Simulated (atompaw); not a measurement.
# Pseudopotential generation for lead: PAW (atompaw), PBEsol

Aim: build the potential from the settings below, then test how well it stands in for the atom: scattering, ghost states and the plane-wave cutoff that it needs.

The numbers are computed with atompaw 4.2.0.5 (PBEsol, scalar-relativistic, spin-unpolarised reference atom).

## Step 1: Starting point

Typed settings, in words:

| Quantity | Value |
| --- | --- |
| element | lead (Pb, Z = 82) |
| type | PAW |
| frozen core | [Xe] 4f14 |
| valence charge | 14 |
| reference configuration | 5d10 6s2 6p0 (charge +2) |
| partial waves | 6s (bound): rc 2.35 bohr; 6s channel at -1.3 Ry: rc 2.35 bohr; 6p (bound, empty): rc 2.25 bohr; 6p channel at -0.45 Ry: rc 2.25 bohr; 5d (bound): rc 2.00 bohr; 5d channel at -2.05 Ry: rc 2.00 bohr |
| local potential | troulliermartins scheme with l = 3 at -0.5 Ry, radius 1.95 bohr |
| core correction | smooth core density matched at 1.60 bohr |
| augmentation charge | sinc compensation charge, radius 1.75 bohr; PAW radius 2.35 bohr; waves and projectors: custom polynom2 7 10 vanderbiltortho |

The outer shells as boxes (Hund's rule for the drawing; the calculation is spin-unpolarised):

```
[Xe] core
4f [↑↓][↑↓][↑↓][↑↓][↑↓][↑↓][↑↓]
5d [↑↓][↑↓][↑↓][↑↓][↑↓]
6s [↑↓]
6p [  ][  ][  ]
```

## Step 2: The generation run

Contents of Pb.input:

```
Pb 82
GGA-PBESOL scalarrelativistic loggrid 2001 logderivrange -5 5 251
6 6 5 4 0 0
6 1 0
0 0 0
c
c
c
c
c
v
c
c
c
c
v
c
c
v
c
2
2.35 1.75 1.95 1.60
y
-1.3
n
y
-0.45
n
y
-2.05
n
custom polynom2 7 10 vanderbiltortho sinc
3 -0.5 troulliermartins
2.35
2.35
2.25
2.25
2.00
2.00
PWSCFOUT
UPFDX 0.0125d0 UPFXMIN -7.d0 UPFZMESH 82.d0
END
```

The run is started by

```console
atompaw < Pb.input > Pb.log
```

What does the calculation give? Wanted: cutoffs for 10 and 1 mRy, occupied levels; bound ghosts; largest phase difference near zero energy, channels read; lowest eigenvalue of the overlap; share of valence orbitals outside the PAW sphere; UPF file.

As calculated:

| quantity | value |
| --- | --- |
| cutoffs for 10 and 1 mRy, occupied levels | 25 Ry and 70 Ry |
| bound ghosts | s at -143.15 eV, p at -103.13 eV |
| largest phase difference near zero energy, channels read | 0.008 rad |
| lowest eigenvalue of the overlap (Bessel basis) | 0.091 (s) |
| share of valence orbitals outside the PAW sphere | 6s 36 %, 6p 64 %, 5d 4 % |
| UPF file | written |

A bound ghost (s, p) makes it unfit for use: electrons can fall into a state that the atom doesn't have. Close by lies the frozen 5p level (-102.6 eV). It counts as soft on the atom at that tolerance, with 25 Ry needed at the looser tolerance. The tighter tolerance needs 70 Ry, and converged work needs a cutoff nearer that. The slowest occupied level is 5d: taken alone it needs 25 Ry to come within 1 mRy, against 15 Ry for 6s. Near zero energy the phases of the channels with partial waves agree within 0.008 rad.
